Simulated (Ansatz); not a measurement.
GaGe:

```
CELL_PARAMETERS angstrom
0.00000 2.89784 2.89784
2.89784 0.00000 2.89784
2.89784 2.89784 0.00000
ATOMIC_POSITIONS crystal
Ge 0.00000 0.00000 0.00000
Ga 0.25000 0.25000 0.25000
```

The cell comes from a database or a generator and needn't be the stable form of this composition.

Base run:

* Program: Ansatz 0.2.0
* Functional: PBE
* Potentials or basis: all-electron LAPW, scalar-relativistic
* Cutoff: 300 eV
* Density cutoff: 1202 eV
* Basis error allowed: 0.001 eV/atom
* k mesh: 8 × 8 × 8
* Occupations: fermi-dirac, width 0.05 eV
* Spin: no spin polarisation

Its results: pressure 0.2 GPa.

Task: The run is repeated on the same cell with these changes: functional from PBE to LDA. What comes out?

Result: Pressure -4.1 GPa.

LDA binds more tightly than PBE, so the same cell stands under less pressure.

Not every run made on this cell is shown here.
